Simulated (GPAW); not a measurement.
Runs of GPAW 26.7.0 on DyAgB4F16. The typed cell holds 22 atoms: a = 5.407 Å, b = 6.876 Å, c = 9.519 Å, α = 80.98°, β = 87.30°, γ = 90.07°. The cell was built by a generator and needn't be a form met in nature.

| level | potentials or basis | U | ranks | band points | gap on the mesh (eV) | pressure (GPa) | moment (μB) | largest force (eV/Å) |
| --- | --- | --- | --- | --- | --- | --- | --- | --- |
| PBE+U | GPAW PAW data sets (gpaw-data 1.2.1), pw | Dy f U = 4 eV | 4 | 100 | 1.61 | -0.6 | 5.00 | 0.30 |
| PBE | GPAW PAW data sets (gpaw-data 1.2.1), pw | - | 4 | 100 | 0.09 | -0.6 | 4.98 | (a) |
| LDA | the program's PAW data sets (release 1.2.1) made for this functional, pw | - | 8 | 80 | 0.22 | -5.9 | 4.98 | 0.71 |
| LDA | the program's PAW data sets (release 1.2.1) made for this functional, pw | - | 4 | 80 | 0.22 | -5.9 | 4.98 | 0.71 |
| PBE+U | GPAW PAW data sets (gpaw-data 1.2.1), pw | Dy f U = 4 eV | 8 | 100 | 1.61 | -0.6 | 5.00 | 0.30 |

Alike in all rows: task band structure; spin collinear, ferromagnetic start; cell as given; k mesh 4 × 3 × 2; cutoff (eV) 800; smearing fermi-dirac 0.05 eV.

Task: Fill in the values left out.

Result: (a) 0.34.

Caveats: one-centre terms of the f shell are cut off; the magnetic or orbital state may not be the lowest; spin-orbit coupling is left out, which moves the levels of the heavy elements; without U or exact exchange the open f shell lies at the Fermi level, which spoils levels, moments and volumes (some runs).

A k mesh can miss the band edges, and the runs leave out spin-orbit coupling on Ag, Dy.

Not every run made on this cell is shown here.
